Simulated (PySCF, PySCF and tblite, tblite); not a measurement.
# C₄H₆F₂O: conformers and averaged spectra, part 2 of 2

PySCF and tblite. Atoms count from 0. The steps go on from the part before.

## 8. Shieldings, conformer 3: PBE0/pcSseg-1 in chloroform

The job: settings as JSON, then the geometry in Å.

```
{"job": {"xc": "PBE0", "basis": "pcSseg-1", "solvent": "chloroform", "kind": "nmr", "pop": false}, "charge": 0, "multiplicity": 1}
C     -2.166154     0.089669    -0.179361
C     -0.681815     0.216656    -0.085719
C      0.107047    -0.783379     0.316685
O      1.468445    -0.776647     0.410324
C      2.163281     0.167046    -0.278153
F      2.107711     1.360541     0.346328
F      3.434831    -0.221064    -0.300387
H     -2.521785     0.281257    -1.205222
H     -2.670412     0.822168     0.472237
H     -2.508127    -0.914588     0.111852
H     -0.243329     1.187960    -0.335177
H     -0.286682    -1.753303     0.631633
H      1.780290     0.295796    -1.308147
```

Standard output:

```text
coarse grid: 11328 points
cycle   1  E = -430.2513359326  dE =  1.038e+00  |g| = 8.252e-01  |ddm| = 3.080e+00
cycle   2  E = -430.1706594235  dE =  8.068e-02  |g| = 1.110e+00  |ddm| = 9.445e-01
cycle   3  E = -430.3688799611  dE = -1.982e-01  |g| = 4.869e-02  |ddm| = 5.413e-01
cycle   4  E = -430.3691852177  dE = -3.053e-04  |g| = 2.820e-02  |ddm| = 4.830e-02
cycle   5  E = -430.3693401953  dE = -1.550e-04  |g| = 7.051e-03  |ddm| = 2.188e-02
cycle   6  E = -430.3693468497  dE = -6.654e-06  |g| = 3.505e-03  |ddm| = 6.261e-03
cycle   7  E = -430.3693495763  dE = -2.727e-06  |g| = 2.893e-04  |ddm| = 2.653e-03
final grid: 111480 points
cycle   8  E = -430.4334369518  dE = -3.681e-05  |g| = 1.028e-02  |ddm| = 2.413e-02
cycle   9  E = -430.4334172397  dE =  1.971e-05  |g| = 1.469e-02  |ddm| = 1.475e-02
cycle  10  E = -430.4334569186  dE = -3.968e-05  |g| = 1.582e-03  |ddm| = 9.219e-03
cycle  11  E = -430.4334574663  dE = -5.478e-07  |g| = 2.877e-04  |ddm| = 1.252e-03
cycle  12  E = -430.4334574791  dE = -1.276e-08  |g| = 1.221e-04  |ddm| = 2.349e-04
cycle  13  E = -430.4334574820  dE = -2.886e-09  |g| = 2.053e-05  |ddm| = 8.798e-05
cycle  14  E = -430.4334574821  dE = -9.015e-11  |g| = 7.552e-06  |ddm| = 1.866e-05
converged SCF energy = -430.4334574821

GIAO shielding tensors (ppm)
atom      isotropic    diamagn.    paramagn.     s11        s22        s33       span
  0 C      169.151     245.901     -76.750    155.841    165.280    186.332     30.491
  1 C       72.671     260.670    -188.000    -22.480     77.557    162.936    185.416
  2 C       37.499     253.085    -215.586    -63.664     81.524     94.636    158.300
  3 O      161.691     398.370    -236.679    121.260    140.366    223.448    102.188
  4 C       64.794     242.672    -177.878     48.745     69.350     76.288     27.543
  5 F      273.523     475.400    -201.877    202.597    270.254    347.719    145.121
  6 F      284.788     467.264    -182.476    192.050    312.326    349.988    157.938
  7 H       29.472      27.787       1.685     25.072     27.297     36.046     10.974
  8 H       29.359      27.734       1.625     25.030     27.176     35.871     10.841
  9 H       29.630      28.768       0.862     25.901     28.499     34.489      8.588
 10 H       26.077      33.795      -7.718     22.222     25.557     30.453      8.231
 11 H       24.774      31.091      -6.317     21.511     25.317     27.495      5.983
 12 H       25.180      28.816      -3.636     22.343     24.889     28.309      5.966
```

Wall time 13 s (1 thread of Arm Neoverse V1, shared host); peak memory 0.85 GiB.

This run: HOMO -7.02 eV, LUMO 0.55 eV; dipole 3.12 D.

## 9. The ensemble: properties at PBE0/pcSseg-1 in chloroform

The job: settings as JSON, then the geometry in Å.

```
{"job": {"study": "conf", "smiles": "C/C=C/OC(F)F", "search": {"seed": 3492, "n_embed": 90, "ff_keep": 18, "window": 3.0, "nmax": 5, "temps": [180, 230, 298.15, 330, 400], "t_ref": 298.15, "order": 0.002, "geom": true}, "level": {"nmr": {"xc": "PBE0", "basis": "pcSseg-1", "solvent": "chloroform"}}, "kind": "conf"}, "charge": 0, "multiplicity": 1}
C      2.333719     0.269885    -0.275521
C      1.052880    -0.448616    -0.533326
C     -0.127260    -0.043249    -0.072679
O     -1.266963    -0.775406    -0.314577
C     -2.449112    -0.166988    -0.071289
F     -2.536486     0.244157     1.210295
F     -2.602880     0.933279    -0.831027
H      2.817358     0.576839    -1.217616
H      3.054980    -0.374737     0.253895
H      2.178829     1.172579     0.334079
H      1.078046    -1.367630    -1.129294
H     -0.264803     0.857520     0.532604
H     -3.255280    -0.884563    -0.285244
```

Standard output:

```text
conformer  sym    E(xTB)   E(DFT)   G(298.15 K)  weight  dipole/D
    1     Cs      0.000    1.362    2.303   0.0181    0.889
    2     C1      1.000    0.000    0.000   0.8827    0.979
    3     C1      3.090    0.904    1.295   0.0992    3.115

mean shielding (ppm) by class
class atoms           180 K      230 K   298.15 K      330 K      400 K
  0 C  0            169.591    169.574    169.547    169.535     169.51
  1 C  1             68.965     69.077     69.233     69.302     69.436
  2 C  2             42.848     42.687     42.459     42.359     42.164
  3 O  3            169.563    169.341    169.036    168.905    168.652
  4 C  4              66.44     66.385     66.306      66.27     66.199
  5 F  5,6          278.872    278.901    278.952    278.978    279.034
  6 H  7,8,9         29.456     29.457     29.459      29.46     29.461
  7 H  10            25.679      25.69     25.706     25.713     25.727
  8 H  11            24.468     24.481       24.5     24.509     24.527
  9 H  12            25.066     25.069     25.072     25.073     25.075
```

Run time: 46 s. Hardware: 1 thread of Arm Neoverse V1, shared host. This counts the runs that the step sums up.

The search (ETKDG and KDG, MMFF94s, GFN2-xTB) embedded 90 structures, kept 4 distinct ones after the force field and 3 after xTB; 3 were carried on (window 3.0 kcal/mol at the search's own energies). Energies: PBE0/pcSseg-1 in chloroform with D3(BJ).

The conformers at 298 K:

| no. | group | mirror pair | ΔE xTB | ΔE DFT | ΔG | weight (%) | μ (D) | C1–C2–O3–C4 (°) | C2–O3–C4–F5 (°) | A, B, C (GHz) |
| --- | --- | --- | --- | --- | --- | --- | --- | --- | --- | --- |
| 1 | Cs | no | 0.00 | 1.36 | 2.30 | 1.8 | 0.89 | 5 | -62 | 4.91, 1.58, 1.53 |
| 2 | C1 | yes | 1.00 | 0.00 | 0.00 | 88.3 | 0.98 | -166 | -58 | 6.38, 1.25, 1.21 |
| 3 | C1 | yes | 3.09 | 0.90 | 1.29 | 9.9 | 3.12 | -19 | 78 | 6.98, 1.35, 1.20 |

Energies in kcal/mol. ΔG holds xTB vibrations and rotation, symmetry numbers and mirror pairs.

Weights (%) by temperature:

| no. | 180 K | 230 K | 298 K | 330 K | 400 K |
| --- | --- | --- | --- | --- | --- |
| 2 | 96.5 | 93.2 | 88.3 | 86.1 | 81.6 |
| 3 | 3.2 | 6.0 | 9.9 | 11.6 | 14.9 |
| 1 | 0.3 | 0.8 | 1.8 | 2.3 | 3.5 |

How the weights hang on the way they are made:

| scheme | 2 | 3 | 1 | mean μ (D) |
| --- | --- | --- | --- | --- |
| DFT free energy | 88 | 10 | 2 | 1.19 |
| DFT energy, symmetry counted | 79 | 17 | 4 | 1.34 |
| DFT energy alone | 76 | 16 | 8 | 1.32 |
| xTB energy, symmetry counted | 27 | 1 | 72 | 0.93 |
| xTB free energy | 47 | 1 | 52 | 0.95 |
| lowest conformer only | 100 | 0 | 0 | 0.98 |
| equal weights | 33 | 33 | 33 | 1.66 |
| conformers found from three starts alone | 0 | 100 | 0 | 3.12 |

Shifts against references run at the same level (¹⁹F CFCl3 179.6, ¹⁷O H2O 341.0, ¹H TMS 31.25, ¹³C TMS 185.2 ppm of shielding), by class of atoms, at 298 K:

| atoms | environment | no. 2 | no. 3 | no. 1 | average |
| --- | --- | --- | --- | --- | --- |
| C2 | alkene carbon bearing oxygen | 142.1 | 147.7 | 143.3 | 142.7 |
| C4 | sp3 CH bonded to 2 F and O | 118.7 | 120.4 | 120.0 | 118.9 |
| C1 | β carbon of an enol-ether or enamine type C=C | 116.3 | 112.5 | 115.6 | 115.9 |
| C0 | allylic methyl carbon | 15.6 | 16.0 | 16.4 | 15.6 |
| H11 | hydrogen on an alkene carbon bearing oxygen | 6.79 | 6.47 | 6.11 | 6.75 |
| H12 | hydrogen on an sp3 CH bonded to 2 F and O | 6.18 | 6.07 | 6.34 | 6.18 |
| H10 | hydrogen on a β carbon of an enol-ether or enamine type C=C | 5.58 | 5.17 | 5.60 | 5.54 |
| H7, H8, H9 | hydrogen on an allylic methyl carbon | 1.79 | 1.76 | 1.74 | 1.79 |
| O3 | ether oxygen | 171.2 | 179.3 | 169.8 | 171.9 |
| F5, F6 | fluorine of a CF2 group | -99.2 | -99.5 | -103.2 | -99.3 |

Effective distances for nuclear Overhauser effects, ⟨r⁻⁶⟩^(−1/6) over all pairs of two classes (Å): H7···H10 2.72; H7···H11 2.86; H10···H11 3.09; H10···H12 3.42; H11···H12 3.56.

## 10. Results

What follows sums up all 2 parts.

| quantity | value |
| --- | --- |
| conformers | 3; the first in weight is no. 2 (C1), 88 % at 298 K |
| root-mean-square dipole | 1.35 D |
| averaged ¹³C shifts (PBE0/pcSseg-1 in chloroform) | 142.7, 118.9, 115.9, 15.6 ppm |
| averaged ¹H shifts (PBE0/pcSseg-1 in chloroform) | 6.75, 6.18, 5.54, 1.79 ppm |
| averaged ¹⁹F shifts (PBE0/pcSseg-1 in chloroform) | -99.3 ppm |

At 298 K conformer 2 holds 88 % of the ensemble (96 % at 180 K, 82 % at 400 K). xTB puts no. 1 lowest, DFT no. 2. Among conformers over 5 %, C2 differs by 5.5 ppm, while the average moves by 0.7 ppm from 180 to 400 K.
